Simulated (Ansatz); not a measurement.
# CH4BClO2: one species, many methods

How much do the methods differ for CH4BClO2? The plan is to run it at one geometry with functionals of several rungs and with coupled cluster. The yardstick is the atomisation energy at the CCSD(T) limit.

The runs use Ansatz 0.2.0, Gaussian basis; functionals in def2-TZVPP, the program's frozen cores in correlated methods.

The runs, in order: PBE-D4, r2SCAN-D4, PBE0-D4, B3LYP-D4, ωB97X-V, ωB97M-V, B2PLYP; CCSD(T)/def2-TZVPP; CCSD(T)/def2-QZVPP; extrapolation to the limit.

### 1 The geometry

An earlier PBE0-D4 in a triple-zeta def2 set relaxation fixed the geometry.

9 atoms, charge 0, spin multiplicity 1.

Atoms are counted from 1 here; the program's logs count them from 0.

Bond lengths: C1–O2 1.415 Å, C1–H6 1.089 Å, C1–H7 1.092 Å, C1–H8 1.092 Å, O2–B3 1.350 Å, B3–O4 1.352 Å, B3–Cl5 1.770 Å, O4–H9 0.962 Å. Angles: O2–C1–H6 107.2°, O2–C1–H7 111.0°, O2–C1–H8 111.0°, H6–C1–H7 109.4°, H6–C1–H8 109.4°, H7–C1–H8 108.8°, C1–O2–B3 123.5°, O2–B3–O4 120.5°, O2–B3–Cl5 122.0°, O4–B3–Cl5 117.5°, B3–O4–H9 111.6°.

As a file:

```xyz
9
CH4BClO2
C    -1.24407    0.30963   -0.47304
O    -0.09578    0.46298    0.33958
B     0.97735   -0.35415    0.27676
O     2.04336   -0.15033    1.08359
Cl    1.05150   -1.71866   -0.84745
H    -1.93746    1.10612   -0.20575
H    -1.71951   -0.65807   -0.29955
H    -0.98819    0.39201   -1.53150
H     1.91281    0.61048    1.65735
```

### 2 PBE-D4 (GGA)

The input, in.yaml:

```yaml
crystal:
  periodic: [false, false, false]
  atoms:
    - {symbol: C, position_ang: [-1.244068, 0.309626, -0.473045]}
    - {symbol: O, position_ang: [-0.095776, 0.462978, 0.339582]}
    - {symbol: B, position_ang: [0.977348, -0.354151, 0.276757]}
    - {symbol: O, position_ang: [2.043357, -0.150335, 1.083585]}
    - {symbol: Cl, position_ang: [1.051498, -1.718655, -0.847447]}
    - {symbol: H, position_ang: [-1.937464, 1.106124, -0.205746]}
    - {symbol: H, position_ang: [-1.719512, -0.658072, -0.299551]}
    - {symbol: H, position_ang: [-0.988188, 0.392009, -1.531499]}
    - {symbol: H, position_ang: [1.912805, 0.610477, 1.657354]}
basis:
  gaussian: {orbitals: def2-TZVPP}
hamiltonian: {xc: pbe, dispersion: d4}
output: {forces: true, orbitals: {seedname: orbitals}}
```

On the command line:

```
$ ansatz run in.yaml --threads 2 --pin off --events-out ev --progress --plain --max-ram 22528MiB --backend cpu
```

Further steps of the session: r2SCAN-D4 (meta-GGA); PBE0-D4 (hybrid); B3LYP-D4 (hybrid); ωB97X-V (range-separated); ωB97M-V (range-separated); B2PLYP (double hybrid); CCSD(T) in def2-TZVPP; CCSD(T) in def2-QZVPP.

Before running them: what should the planned runs give, taken together? Wanted: atomisation energy, CCSD(T)/CBS; farthest; mean size of error, hybrid; mean size of error, range-separated; gap, smallest and largest; T1 diagnostic; triples share of the correlation energy.

As calculated:

```
                               quantity                                 value
        atomisation energy, CCSD(T)/CBS                        880.1 kcal/mol
functionals within 4.4 kcal/mol (0.5 %)            PBE0-D4, B3LYP-D4, ωB97X-V
                               farthest               PBE-D4 (+22.7 kcal/mol)
             mean size of error, hybrid                          2.1 kcal/mol
    mean size of error, range-separated                          3.3 kcal/mol
              gap, smallest and largest  7.27 eV (PBE-D4), 14.02 eV (ωB97X-V)
                          T1 diagnostic                                0.0116
triples share of the correlation energy                                 3.7 %
```

What this shows: PBE-D4 misses by +22.7 kcal/mol. Double hybrids carry the basis error of their MP2 part in triple zeta, and no dispersion term here, so their miss is partly the set-up's. Misses under about 4.4 kcal/mol are within the doubt on the reference itself, which lacks core-valence correlation, relativity and higher excitations. Hartree-Fock recovers 73 % of the binding; the rest is correlation. The gap grows from 7.3 to 14.0 eV across the functionals, mostly with the share of exact exchange.
